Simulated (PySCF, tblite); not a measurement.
**BH4O7PSi, a small gas-phase stand-in for a defect centre: NMR shifts, core binding energies and electronic excitations**

What NMR shifts, core binding energies and electronic excitations should one expect for `O=P(O)(O)O[Si]OB(O)O`? It is drawn as: twofold Si.

Computed with tblite 0.8.0 and PySCF 2.14.0; each step states its level. No surroundings beyond the atoms listed, unless a continuum is named. Atoms count from 0, parts from 1.

## Step 1: Starting point

14 atoms, charge 0, multiplicity 1; geometry: distance geometry start.

## Step 2: Relaxing the cluster with GFN2-xTB

What the job is given:

```
{"job": {"kind": "relax", "xc": "GFN2-xTB", "basis": "xTB"}, "charge": 0, "multiplicity": 1}
Si     0.514348    -1.164834     0.978831
O      1.157051     0.340531     0.458192
B      2.336004     0.180528    -0.412965
O      2.589127     1.355496    -1.288400
O      3.505670    -0.494894     0.144284
O     -0.960888    -1.522853     0.169036
P     -1.986334    -0.195317     0.052278
O     -1.418278     0.729037    -1.022763
O     -1.896684     0.600624     1.556400
O     -3.559992    -0.638781    -0.351379
H      2.601307     2.180205    -0.700802
H      3.350688    -1.466657     0.255213
H     -2.346403     1.477534     1.528909
H     -3.870749    -1.405703     0.143113
```

Method: GFN2-xTB geometry optimisation, gas phase.

Run with:

```
$ OMP_NUM_THREADS=1 python cluster_run.py task.json out
```

This one command runs all jobs of the session in turn.

**Question.** The jobs that follow are: PBE0-D3(BJ)/def2-SVP geometry optimisation, gas phase; GIAO PBE0/pcSseg-1 NMR shielding, non-relativistic, gas phase; delta-SCF UKS SCAN, pcX-2 on the ionised atom, pcseg-1 elsewhere, spin-free X2C; TDDFT CAM-B3LYP/def2-SVPD, vertical, gas phase, core orbitals frozen in the response. Predict: point group; rotational constants (main isotopes); ¹H shifts against TMS (PBE0/pcSseg-1); ²⁹Si shifts against TMS (PBE0/pcSseg-1); ¹⁷O shifts against H2O (PBE0/pcSseg-1); ¹¹B shifts against BF3·OEt2 (PBE0/pcSseg-1); ³¹P shifts against H3PO4 (PBE0/pcSseg-1); potential on the surface of density 0.002 e/bohr³, 1st and 99th percentile; O1s binding energies, SCAN/pcX-2 (standing for 3 of 7 atoms); Si2p binding energies, SCAN/pcX-2; B1s binding energies, SCAN/pcX-2; lowest singlet (CAM-B3LYP/def2-SVPD); brightest single state of those computed; lowest triplet; vertical ionisation energy (ΔSCF); vertical electron affinity (ΔSCF).

The runs gave:

| quantity | value |
| --- | --- |
| point group | C1 |
| rotational constants (main isotopes) | 1.63, 0.79, 0.63 GHz |
| ¹H shifts against TMS (PBE0/pcSseg-1) | 8.49, 5.68, 3.36, 3.13 ppm |
| ²⁹Si shifts against TMS (PBE0/pcSseg-1) | 18.3 ppm |
| ¹⁷O shifts against H2O (PBE0/pcSseg-1) | 253.7, 233.6, 162.0, 133.5, 119.2, 101.8, 99.5 ppm |
| ¹¹B shifts against BF3·OEt2 (PBE0/pcSseg-1) | 15.7 ppm |
| ³¹P shifts against H3PO4 (PBE0/pcSseg-1) | -7.4 ppm |
| potential on the surface of density 0.002 e/bohr³, 1st and 99th percentile | -1.62 V and 2.79 V |
| O1s binding energies, SCAN/pcX-2 (standing for 3 of 7 atoms) | O5 539.04, O3 538.86, O1 538.82 eV |
| Si2p binding energies, SCAN/pcX-2 | Si0 109.13 eV |
| B1s binding energies, SCAN/pcX-2 | B2 198.78 eV |
| lowest singlet (CAM-B3LYP/def2-SVPD) | 5.29 eV (234 nm), f = 0.113 |
| brightest single state of those computed | state 6, 7.52 eV, f = 0.129 |
| lowest triplet | 3.06 eV |
| vertical ionisation energy (ΔSCF) | 10.53 eV |
| vertical electron affinity (ΔSCF) | 0.46 eV |

The start of the PBE0/def2-SVP relaxation was shaken at random by about 0.01 Å, so part of the energy gained, and of the first lengths quoted, undoes that. The optimisation took 33 steps and gained 0.349 eV; among the close pairs (by a distance rule), Si0–O1 changed most, from 1.588 to 1.653 Å (PBE0/def2-SVP). At PBE0/pcSseg-1: Shielding is most anisotropic at Si0 (span 431 ppm, paramagnetic term -545 ppm). At PBE0/pcSseg-1, counted by nearest atom on the grid, the HOMO lies on Si0 75 %; O1, O5 about 9 % each, the LUMO on Si0 75 %; O1, O5 about 10 % each. At SCAN/pcX-2: The O1s levels kept as sound span 0.22 eV, from O1 (oxygen bonded to B, Si) up to O5 (oxygen bonded to P, Si). Only 3 of the 7 O atoms are covered by sound results. The lowest singlet, at 5.29 eV, is HOMO→LUMO 0.98 and is bright; of the 6 states computed, the strongest absorption comes from state 6 at 7.52 eV (the last computed, so partners may be missing). The lowest triplet lies 2.23 eV below the lowest singlet (triplets in Tamm-Dancoff, singlets in full TDDFT). ΔSCF puts the ionisation energy at 10.53 eV, 0.98 eV above −ε(HOMO). A capped cluster stands for the solid here, so long-range fields and strain are missing, and bands or shifts of the capping hydrogens have no counterpart in it.
